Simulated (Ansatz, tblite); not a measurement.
# C12H21Cl5: rung by rung

One table from this session's results is given with a row withheld; the runs are named, their logs left out.

Computed with Ansatz 0.2.0, Gaussian basis. Level: as each input shows.

Levels to be run: GFN1-xTB, GFN2-xTB, PBE-D4/def2-TZVP, r2SCAN-D4/def2-TZVP, HSE06-D4/def2-TZVP, ωB97M-V/def2-TZVP, B2PLYP/def2-TZVP, PBE-D4/def2-SVP, PBE0-D4/def2-SVP, HF/6-31G, B3LYP-D4/6-31G, MP2/def2-SVP, RPA/def2-SVP.

**The geometry**

The geometry is that of the singlet, from an earlier relaxation (r2SCAN-D4/def2-SVP).

SMILES `CCC(Cl)CC(Cl)CC(Cl)CC(Cl)CC(C)Cl`, 38 atoms, charge 0, spin multiplicity 1.

Bond lengths: C1–C2 1.523 Å, C1–H18 1.100 Å, C1–H19 1.099 Å, C1–H20 1.102 Å, C2–C3 1.522 Å, C2–H21 1.106 Å, C2–H22 1.105 Å, C3–Cl4 1.826 Å, C3–C5 1.529 Å, C3–H23 1.102 Å, C5–C6 1.526 Å, C5–H24 1.102 Å, C5–H25 1.102 Å, C6–Cl7 1.823 Å, C6–C8 1.521 Å, C6–H26 1.100 Å, C8–C9 1.520 Å, C8–H27 1.105 Å and more. Angles: C2–C1–H18 110.7°, C2–C1–H19 111.1°, C2–C1–H20 111.1°, H18–C1–H19 108.3°, H18–C1–H20 107.7°, H19–C1–H20 107.8°, C1–C2–C3 114.6°, C1–C2–H21 109.2°, C1–C2–H22 110.7°, C3–C2–H21 107.0°, C3–C2–H22 108.6°, H21–C2–H22 106.4°, C2–C3–Cl4 110.3°, C2–C3–C5 114.6°, C2–C3–H23 109.9°, Cl4–C3–C5 106.9°, Cl4–C3–H23 103.7°, C5–C3–H23 110.9° and more.

PBE0-D4/def2-TZVP was run before; its log isn't repeated, and its numbers join the tables.

Set-up of the first run:

Tight binding, by tblite at 300 K electronic temperature and without a spin-polarisation term:

```python
tblite.interface.Calculator('GFN1-xTB', numbers, positions, charge=0, uhf=0).singlepoint()
```

Tight binding, by tblite at 300 K electronic temperature and without a spin-polarisation term:

```python
tblite.interface.Calculator('GFN2-xTB', numbers, positions, charge=0, uhf=0).singlepoint()
```

start.molden holds the orbitals of an earlier run on this state, given as this run's starting guess.

File in.yaml:

```yaml
crystal:
  periodic: [false, false, false]
  atoms:
    - {symbol: C, position_ang: [-4.298253, 2.094863, 0.953530]}
    - {symbol: C, position_ang: [-3.957517, 0.837660, 0.164923]}
    - {symbol: C, position_ang: [-3.667848, -0.386587, 1.020911]}
    - {symbol: Cl, position_ang: [-5.102564, -0.771773, 2.082486]}
    - {symbol: C, position_ang: [-3.346292, -1.654733, 0.228725]}
    - {symbol: C, position_ang: [-2.187500, -1.494546, -0.750937]}
    - {symbol: Cl, position_ang: [-1.983144, -3.068733, -1.647617]}
    - {symbol: C, position_ang: [-0.864573, -1.117609, -0.102463]}
    - {symbol: C, position_ang: [0.255012, -0.807616, -1.082440]}
    - {symbol: Cl, position_ang: [-0.216100, 0.657331, -2.070318]}
    - {symbol: C, position_ang: [1.580797, -0.543118, -0.388065]}
    - {symbol: C, position_ang: [2.754831, -0.254706, -1.309280]}
    - {symbol: Cl, position_ang: [2.983092, -1.637948, -2.473830]}
    - {symbol: C, position_ang: [4.080805, -0.041929, -0.586630]}
    - {symbol: C, position_ang: [4.080737, 1.037850, 0.487807]}
    - {symbol: C, position_ang: [5.461142, 1.289187, 1.059657]}
    - {symbol: Cl, position_ang: [3.422685, 2.599580, -0.197227]}
    - {symbol: H, position_ang: [-4.438776, 2.951899, 0.278609]}
    - {symbol: H, position_ang: [-5.221301, 1.958567, 1.534739]}
    - {symbol: H, position_ang: [-3.491211, 2.352190, 1.658542]}
    - {symbol: H, position_ang: [-3.055522, 1.026211, -0.446500]}
    - {symbol: H, position_ang: [-4.768417, 0.588920, -0.542983]}
    - {symbol: H, position_ang: [-2.864005, -0.158812, 1.740221]}
    - {symbol: H, position_ang: [-4.244102, -1.954285, -0.335404]}
    - {symbol: H, position_ang: [-3.122624, -2.474688, 0.930744]}
    - {symbol: H, position_ang: [-2.435821, -0.766744, -1.536896]}
    - {symbol: H, position_ang: [-1.018792, -0.233977, 0.542344]}
    - {symbol: H, position_ang: [-0.539580, -1.946586, 0.551929]}
    - {symbol: H, position_ang: [0.360482, -1.620984, -1.815256]}
    - {symbol: H, position_ang: [1.815148, -1.423225, 0.239277]}
    - {symbol: H, position_ang: [1.457152, 0.327637, 0.280592]}
    - {symbol: H, position_ang: [2.521386, 0.615537, -1.938968]}
    - {symbol: H, position_ang: [4.381248, -0.989538, -0.102949]}
    - {symbol: H, position_ang: [4.854055, 0.191253, -1.337303]}
    - {symbol: H, position_ang: [3.378369, 0.779919, 1.295959]}
    - {symbol: H, position_ang: [6.156862, 1.607706, 0.268568]}
    - {symbol: H, position_ang: [5.849514, 0.362161, 1.512632]}
    - {symbol: H, position_ang: [5.430577, 2.069676, 1.832862]}
basis:
  gaussian: {orbitals: def2-TZVP, fitting: {mean_field: def2-universal-jkfit}, initial_orbitals: start.molden}
hamiltonian: {xc: pbe, dispersion: d4}
scf: {omitted_lower_state_checks: [starts]}
output: {orbitals: {seedname: orbitals}}
```

Command:

```
ansatz run in.yaml --threads 2 --pin off --events-out ev --progress --plain --max-ram 22528MiB --backend cuda --devices 0, --max-vram 18GiB
```

Among the steps run: PBE-D4/def2-TZVP; r2SCAN-D4/def2-TZVP; HSE06-D4/def2-TZVP; ωB97M-V/def2-TZVP; B2PLYP/def2-TZVP; PBE-D4/def2-SVP; PBE0-D4/def2-SVP; HF/6-31G; B3LYP-D4/6-31G; MP2/def2-SVP; RPA/def2-SVP.

One table of the session follows, with a row left open; its other results are not shown here.

It belongs to the step «Binding energy». 

```
              level  binding an atom (eV)
           HF/6-31G                 2.845
        HF/def2-SVP                 3.065
    PBE-D4/def2-SVP                 4.211
   PBE-D4/def2-TZVP                 4.166
r2SCAN-D4/def2-TZVP                 4.081
     B3LYP-D4/6-31G                 3.959
   PBE0-D4/def2-SVP                 4.156
  PBE0-D4/def2-TZVP                 4.110
 HSE06-D4/def2-TZVP                 4.113
  ωB97M-V/def2-TZVP                 4.078
       MP2/def2-SVP                     ?
```

**Question.** Estimate the row for MP2/def2-SVP.

The run gave: binding an atom (eV): 3.954. In the column «binding an atom (eV)» it lies between HF/def2-SVP (3.065) and B3LYP-D4/6-31G (3.959).

Caveats from the session: Free atoms were run apart at each level; binding is atoms less cluster, divided by the number of atoms, without zero-point or spin-orbit terms.
